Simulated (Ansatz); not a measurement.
**TlPt (P6/mmm): equation of state with a fit, by script**

A script is to give an equation of state with a fit; the system is TlPt (P6/mmm).

Computed with the Python package of Ansatz 0.2.0. Level of theory: DFT LDA, plane waves, PAW.

## 1. The system

The structure is hexagonal, space group P6/mmm (No. 191). The conventional cell has a = 6.758 Å, b = 6.758 Å, c = 3.852 Å, α = 90.00°, β = 90.00°, γ = 120.00°. Around Tl (site symmetry mmm) lie 4 Pt at 2.74 Å. Around Pt (site symmetry 6/mmm) lie 6 Tl at 3.38 Å and 2 Pt at 3.85 Å. Pt (site symmetry -6m2) has 6 Tl at 2.74 Å as nearest neighbours.

No structure file is read: the coordinates are typed or built in the script.

## 2. The script

File tlpt_eos.py:

```python
import warnings

import ansatz as az
from ase.eos import EquationOfState
from ase.units import GPa
import numpy as np

VECTORS = np.array([
    [6.758, 0.0, 0.0],
    [-3.379, 5.8526, 0.0],
    [0.0, 0.0, 3.85171],
])
SITES = [
    ('Tl', (0.0, 0.5, 0.0)),
    ('Tl', (0.5, 0.0, 0.0)),
    ('Tl', (0.5, 0.5, 0.0)),
    ('Pt', (0.0, 0.0, 0.0)),
    ('Pt', (2 / 3, 1 / 3, 0.5)),
    ('Pt', (1 / 3, 2 / 3, 0.5)),
]


def build(cell):
    crystal = az.Crystal(lattice=az.Lattice.of(cell))
    for symbol, position in SITES:
        crystal = crystal.atom(symbol, position)
    return crystal

warnings.simplefilter('ignore', az.DeckWarning)

volumes, energies, pressures = [], [], []
for scale in np.linspace(0.88, 1.12, 7):
    cell = VECTORS * scale ** (1 / 3)
    model = (
        build(cell).calculation()
        .functional(az.Functional.LDA)
        .pseudopotentials('paw')
        .basis(450)
        .occupations('fermi_dirac', width=0.15)
        .kpoints(5, 5, 7)
        .stress()
    )
    r = model.run(threads=1).report
    volumes.append(abs(np.linalg.det(cell)) / len(SITES))
    energies.append(r['free_energy_ev'] / len(SITES))
    pressures.append(np.trace(r['stress_gpa']) / 3)
    print(f'V = {volumes[-1]:8.4f} A^3/atom  F = {energies[-1]:.5f} eV/atom  P = {pressures[-1]:8.3f} GPa')

eos = EquationOfState(volumes, energies, eos='birchmurnaghan')
v0, e0, bulk = eos.fit()
print(f'V0 = {v0:.4f} A^3/atom, E0 = {e0:.5f} eV/atom, B = {bulk / GPa:.1f} GPa')
```

## 3. Running it

On the command line:

```bash
> python tlpt_eos.py
```

What it wrote:

```text
V =  22.3435 A^3/atom  F = -11695.18990 eV/atom  P =    3.970 GPa
V =  23.3592 A^3/atom  F = -11695.19930 eV/atom  P =   -0.771 GPa
V =  24.3748 A^3/atom  F = -11695.18270 eV/atom  P =   -4.289 GPa
V =  25.3904 A^3/atom  F = -11695.14691 eV/atom  P =   -6.869 GPa
V =  26.4060 A^3/atom  F = -11695.09714 eV/atom  P =   -8.728 GPa
V =  27.4216 A^3/atom  F = -11695.03742 eV/atom  P =  -10.034 GPa
V =  28.4372 A^3/atom  F = -11694.97082 eV/atom  P =  -10.917 GPa
V0 = 23.1715 A^3/atom, E0 = -11695.19979 eV/atom, B = 98.6 GPa
```

Run time: 57 s. Hardware: 1 thread of Arm Neoverse V2, shared host; peak memory 0.54 GiB.

## 4. The engine's runs

The 7 runs, in the order started:

| run | volume (Å³/atom) | energy from run 2 (meV/atom) | pressure (GPa) | SCF cycles | CPU time (s) |
| --- | --- | --- | --- | --- | --- |
| 1 | 22.344 | 9.40 | 3.97 | 6 | 6.8 |
| 2 | 23.359 | 0.00 | -0.77 | 7 | 7.2 |
| 3 | 24.375 | 16.60 | -4.29 | 7 | 7.3 |
| 4 | 25.390 | 52.39 | -6.87 | 7 | 8.5 |
| 5 | 26.406 | 102.16 | -8.73 | 7 | 8.4 |
| 6 | 27.422 | 161.88 | -10.03 | 7 | 8.6 |
| 7 | 28.437 | 228.48 | -10.92 | 7 | 8.5 |

Energies are free energies F = E - TS of the smeared occupations. 

## 5. Outcome

```
                      quantity            value
                 runs compared                7
               range of energy  228.48 meV/atom
lowest point, volume (Å³/atom)           23.359
      equilibrium volume (fit)    23.17 Å³/atom
            bulk modulus (fit)           99 GPa
```

In words: A third-order Birch-Murnaghan fit through the 7 points has its minimum at 23.17 Å³ an atom, 8.7 % below the typed cell, with a bulk modulus of 99 GPa and dB/dP = 5.9. From that minimum the energy rises by 9.9 meV an atom on the compressed side and 229.0 meV on the expanded side. The window is off centre, so dB/dP is rough. Caveats:
- Shape and fractional positions are held along the curve, so the bulk modulus is an upper value where they are free to relax.
- The mesh is modest for a metal, so energies can be off by several to tens of meV an atom and pressures by half a GPa or more; differences at equal mesh fare better.
- A Fermi-Dirac width this large means warm electrons, whose thermal share enters the free energy.
- Pressure is positive in compression.
- Spin-orbit coupling, which matters for elements this heavy, is left out.
- At these settings the cell as given stands under about -7 GPa, so it isn't at this functional's equilibrium volume.
- The structure comes from a database of computed cells and needn't be a stable or known phase.
